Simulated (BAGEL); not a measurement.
**Si2H2OF2 (SMILES F[Si]1(F)O[SiH2]1): levels of theory compared**

Aim: a comparison of 4 runs (B3LYP/6-31G*, B3LYP/def2-SVP, PBE0/def2-SVP, RI-MP2/def2-SVP) of Si2H2OF2. 

The results are computed with BAGEL 1.2.2.

## 1. The structure to begin with

Si2H2OF2: 7 atoms, total charge 0, spin state singlet. As SMILES, `F[Si]1(F)O[SiH2]1`. The coordinates come from a PBE0-D4/def2-TZVP relaxation.

Bond lengths: F1–Si2 1.578 Å, Si2–F3 1.578 Å, Si2–O4 1.648 Å, Si2–Si5 2.174 Å, O4–Si5 1.718 Å, Si5–H6 1.482 Å, Si5–H7 1.482 Å. Some angles: F1–Si2–F3 105.1°, F1–Si2–O4 114.7°, F1–Si2–Si5 127.3°, F3–Si2–O4 114.7°, F3–Si2–Si5 127.3°, O4–Si2–Si5 51.2°, Si2–O4–Si5 80.4°, Si2–Si5–O4 48.4°, Si2–Si5–H6 124.7°, Si2–Si5–H7 124.7°.

## 2. The energy at B3LYP/6-31G(d) (density fitting with qzvpp-jkfit, spherical functions) (run 1)

Contents of input.json:

```json
{ "bagel": [

{
  "title": "molecule",
  "basis": "6-31gs.json",
  "df_basis": "qzvpp-jkfit",
  "angstrom": true,
  "geometry": [
    { "atom": "F", "xyz": [    0.424200,   -1.612100,    1.693800 ] },
    { "atom": "Si", "xyz": [    0.037900,   -1.026000,    0.280100 ] },
    { "atom": "F", "xyz": [   -0.194200,   -2.288000,   -0.639100 ] },
    { "atom": "O", "xyz": [    1.103500,    0.077900,   -0.322100 ] },
    { "atom": "Si", "xyz": [   -0.304800,    1.058600,   -0.232800 ] },
    { "atom": "H", "xyz": [   -0.202300,    2.188800,    0.720000 ] },
    { "atom": "H", "xyz": [   -0.802800,    1.532800,   -1.545500 ] }
  ]
},
{ "title": "ks", "xc_func": "b3lyp" },
{ "title": "print", "file": "orbitals.molden", "orbitals": true }

]}
```

The basis set 6-31G* is read from a file made from the Basis Set Exchange's data (not shown).

On the command line:

```
$ BAGEL_NUM_THREADS=1 BAGEL input.json > input.out
```

Standard output:

```text
* using 1 threads per process

  ===============================================================
  ===============================================================

  *** Geometry ***

  { "atom" : "F", "xyz" : [      0.801622,     -3.046427,      3.200818 ] },
  { "atom" : "Si", "xyz" : [      0.071621,     -1.938859,      0.529312 ] },
  { "atom" : "F", "xyz" : [     -0.366985,     -4.323693,     -1.207724 ] },
  { "atom" : "O", "xyz" : [      2.085313,      0.147210,     -0.608681 ] },
  { "atom" : "Si", "xyz" : [     -0.575989,      2.000464,     -0.439928 ] },
  { "atom" : "H", "xyz" : [     -0.382292,      4.136233,      1.360603 ] },
  { "atom" : "H", "xyz" : [     -1.517072,      2.896572,     -2.920572 ] },

  Number of auxiliary basis functions:      523

  Since a DF basis is specified, we compute 2- and 3-index integrals:
    o Being stored without compression. Storage requirement is 0.028 GB

  Number of basis functions:       82
  Number of electrons      :       56

    * METHOD: MOLECULE                             0.21

  *** Kohn-Sham DFT ***

    * Removing 12827 points whose weight is below 1.00e-10
    * Grid points: 91515

  === Nuclear Repulsion ===
   309.6765264410

       - DIIS with orbital gradients will be used.

  === KS iteration (b3lyp / 6-31gs.json) ===
      0       -825.66317547          0.12938060           0.30
      1       -748.64667799          0.16930630           0.30
      2       -659.09790327          0.22069620           0.30
      3       -838.73434571          0.12055435           0.30
      4       -847.59218040          0.09767489           0.30
      5       -854.80598095          0.02795595           0.30
      6       -855.14020239          0.01390375           0.30
      7       -855.21407253          0.00448525           0.30
      8       -855.22391963          0.00180950           0.30
      9       -855.22580995          0.00012872           0.30
     10       -855.22581873          0.00002977           0.30
     11       -855.22581921          0.00000450           0.30
     12       -855.22581922          0.00000170           0.29
     13       -855.22581922          0.00000143           0.29
     14       -855.22581922          0.00000024           0.29
     15       -855.22581922          0.00000018           0.30
     16       -855.22581922          0.00000003           0.31
     17       -855.22581922          0.00000001           0.30
    * SCF iteration converged.

    * Permanent dipole moment:
           (    0.648143,    -0.659098,     0.019038) a.u.

    * METHOD: KS                                   5.75

    * METHOD: PRINT                                0.01

  ===============================================================
```

Wall time 6.3 s (1 thread of Intel Xeon 6975P-C (Granite Rapids), shared host); peak memory 0.4 GiB.

## 3. A single-point energy at B3LYP/def2-SVP (density fitting with qzvpp-jkfit) (run 2)

Contents of dft.json:

```json
{ "bagel": [

{
  "title": "molecule",
  "basis": "svp",
  "df_basis": "qzvpp-jkfit",
  "angstrom": "true",
  "geometry": [
    { "atom": "F", "xyz": [    0.424200,   -1.612100,    1.693800 ] },
    { "atom": "Si", "xyz": [    0.037900,   -1.026000,    0.280100 ] },
    { "atom": "F", "xyz": [   -0.194200,   -2.288000,   -0.639100 ] },
    { "atom": "O", "xyz": [    1.103500,    0.077900,   -0.322100 ] },
    { "atom": "Si", "xyz": [   -0.304800,    1.058600,   -0.232800 ] },
    { "atom": "H", "xyz": [   -0.202300,    2.188800,    0.720000 ] },
    { "atom": "H", "xyz": [   -0.802800,    1.532800,   -1.545500 ] }
  ]
},
{
  "title": "ks",
  "xc_func": "b3lyp"
},
{
  "title": "print",
  "file": "orbitals.molden",
  "orbitals": "true"
}

]}
```

On the command line:

```
$ BAGEL_NUM_THREADS=1 BAGEL dft.json > dft.out
```

Standard output:

```text
* using 1 threads per process

  ===============================================================
  ===============================================================

  *** Geometry ***

  { "atom" : "F", "xyz" : [      0.801622,     -3.046427,      3.200818 ] },
  { "atom" : "Si", "xyz" : [      0.071621,     -1.938859,      0.529312 ] },
  { "atom" : "F", "xyz" : [     -0.366985,     -4.323693,     -1.207724 ] },
  { "atom" : "O", "xyz" : [      2.085313,      0.147210,     -0.608681 ] },
  { "atom" : "Si", "xyz" : [     -0.575989,      2.000464,     -0.439928 ] },
  { "atom" : "H", "xyz" : [     -0.382292,      4.136233,      1.360603 ] },
  { "atom" : "H", "xyz" : [     -1.517072,      2.896572,     -2.920572 ] },

  Number of auxiliary basis functions:      523

  Since a DF basis is specified, we compute 2- and 3-index integrals:
    o Being stored without compression. Storage requirement is 0.032 GB

  Number of basis functions:       88
  Number of electrons      :       56

    * METHOD: MOLECULE                             0.19

  *** Kohn-Sham DFT ***

    * Removing 12827 points whose weight is below 1.00e-10
    * Grid points: 91515

  === Nuclear Repulsion ===
   309.6765264410

       - DIIS with orbital gradients will be used.

  === KS iteration (b3lyp / svp) ===
      0       -824.77195653          0.13441171           0.32
      1       -768.42821281          0.16682177           0.30
      2       -713.03241109          0.17668169           0.30
      3       -848.06038802          0.07717217           0.30
      4       -850.12092872          0.08864897           0.30
      5       -854.61933559          0.02106535           0.30
      6       -854.75198908          0.01434077           0.30
      7       -854.85877925          0.00336003           0.30
      8       -854.86381212          0.00124686           0.30
      9       -854.86437085          0.00071164           0.30
     10       -854.86471430          0.00007817           0.31
     11       -854.86471842          0.00000812           0.30
     12       -854.86471845          0.00000293           0.30
     13       -854.86471846          0.00000092           0.30
     14       -854.86471846          0.00000052           0.31
     15       -854.86471846          0.00000024           0.32
     16       -854.86471846          0.00000003           0.31
     17       -854.86471846          0.00000003           0.31
     18       -854.86471846          0.00000001           0.31
    * SCF iteration converged.

    * Permanent dipole moment:
           (    0.605239,    -0.679467,     0.036313) a.u.

    * METHOD: KS                                   6.21

    * METHOD: PRINT                                0.01

  ===============================================================
```

Wall time 6.6 s (1 thread of Intel Xeon 6975P-C (Granite Rapids), shared host); peak memory 0.42 GiB.

Run 3 isn't shown in full; the table further down has it.

## 4. The energy at RI-MP2/def2-SVP (density fitting with qzvpp-jkfit) (run 4)

Contents of mp2.json:

```json
{ "bagel" : [

{
  "title" : "molecule",
  "basis" : "svp",
  "df_basis" : "qzvpp-jkfit",
  "angstrom" : "true",
  "geometry" : [
    { "atom" : "F", "xyz" : [    0.424200,   -1.612100,    1.693800 ] },
    { "atom" : "Si", "xyz" : [    0.037900,   -1.026000,    0.280100 ] },
    { "atom" : "F", "xyz" : [   -0.194200,   -2.288000,   -0.639100 ] },
    { "atom" : "O", "xyz" : [    1.103500,    0.077900,   -0.322100 ] },
    { "atom" : "Si", "xyz" : [   -0.304800,    1.058600,   -0.232800 ] },
    { "atom" : "H", "xyz" : [   -0.202300,    2.188800,    0.720000 ] },
    { "atom" : "H", "xyz" : [   -0.802800,    1.532800,   -1.545500 ] }
  ]
},
{
  "title" : "hf",
  "charge" : 0
},
{
  "title" : "mp2",
  "charge" : 0,
  "ncore" : 13
}

]}
```

On the command line:

```
$ BAGEL_NUM_THREADS=1 BAGEL mp2.json > mp2.out
```

Standard output:

```text
* using 1 threads per process

  ===============================================================
  ===============================================================

  *** Geometry ***

  { "atom" : "F", "xyz" : [      0.801622,     -3.046427,      3.200818 ] },
  { "atom" : "Si", "xyz" : [      0.071621,     -1.938859,      0.529312 ] },
  { "atom" : "F", "xyz" : [     -0.366985,     -4.323693,     -1.207724 ] },
  { "atom" : "O", "xyz" : [      2.085313,      0.147210,     -0.608681 ] },
  { "atom" : "Si", "xyz" : [     -0.575989,      2.000464,     -0.439928 ] },
  { "atom" : "H", "xyz" : [     -0.382292,      4.136233,      1.360603 ] },
  { "atom" : "H", "xyz" : [     -1.517072,      2.896572,     -2.920572 ] },

  Number of auxiliary basis functions:      523

  Since a DF basis is specified, we compute 2- and 3-index integrals:
    o Being stored without compression. Storage requirement is 0.032 GB

  Number of basis functions:       88
  Number of electrons      :       56

    * METHOD: MOLECULE                             0.28

  *** RHF ***

  === Nuclear Repulsion ===
   309.6765264410

      * DIIS with orbital gradients will be used.

  === RHF iteration (svp) ===
      0       -852.14192176          0.02382774           0.07
      1       -852.32956080          0.01769713           0.07
      2       -852.49426452          0.00146859           0.07
      3       -852.49595160          0.00084827           0.06
      4       -852.49641453          0.00010216           0.07
      5       -852.49643118          0.00002834           0.06
      6       -852.49643282          0.00000854           0.07
      7       -852.49643298          0.00000264           0.06
      8       -852.49643299          0.00000101           0.06
      9       -852.49643299          0.00000035           0.06
     10       -852.49643299          0.00000010           0.06
     11       -852.49643299          0.00000004           0.06
     12       -852.49643299          0.00000001           0.07
     13       -852.49643299          0.00000000           0.06
    * SCF iteration converged.

    * Permanent dipole moment:
           (    0.817223,    -0.852645,     0.030276) a.u.

    * METHOD: HF                                   1.05

  *** RHF ***

  === Nuclear Repulsion ===
   309.6765264410

      * DIIS with orbital gradients will be used.

  === RHF iteration (svp) ===
      0       -852.49643299          0.00000000           0.06
    * SCF iteration converged.

    * Permanent dipole moment:
           (    0.817223,    -0.852645,     0.030276) a.u.

  === DF-MP2 calculation ===

    * freezing 13 orbitals
    * 3-index integral transformation done
    * assembly done

      MP2 correlation energy:   -0.7340265661      0.04

      MP2 total energy:       -853.2304595587

    * METHOD: MP2                                  0.17

  ===============================================================
```

Run time: 1.7 s. Hardware: 1 thread of Intel Xeon 6975P-C (Granite Rapids), shared host; peak memory 0.14 GiB.

## 5. The series

```csv
run,level,frozen core orbitals,energy (Eh),dipole moment (D),HOMO energy (eV),LUMO energy (eV),wall time
1,"B3LYP/6-31G* (density fitting with qzvpp-jkfit, spherical functions)",–,-855.225819,2.35,-7.31,-1.47,6.3 s
2,B3LYP/def2-SVP (density fitting with qzvpp-jkfit),–,-854.864718,2.31,-7.39,-1.47,6.6 s
3,PBE0/def2-SVP (density fitting with qzvpp-jkfit),–,-854.317822,2.34,-7.65,-1.29,7.5 s
4,RI-MP2/def2-SVP (density fitting with qzvpp-jkfit),13,-853.230460,–,–,–,1.7 s
```

## 6. Outcome

| quantity | value |
| --- | --- |
| run 4: total energy | -853.23046 Eh |
| run 4: correlation energy (13 core orbitals frozen) | -734.0 mEh |

Over runs 1, 2, 3 the dipole moment (its size) runs from 2.31 D (B3LYP/def2-SVP) to 2.35 D (B3LYP/6-31G*). Over runs 1, 2, 3 the HOMO–LUMO gap runs from 5.84 eV (B3LYP/6-31G*) to 6.35 eV (PBE0/def2-SVP). The two ends differ in method and basis. Totals of different functionals can't be ranked against each other. All runs together took 22 s, the longest 7.5 s.
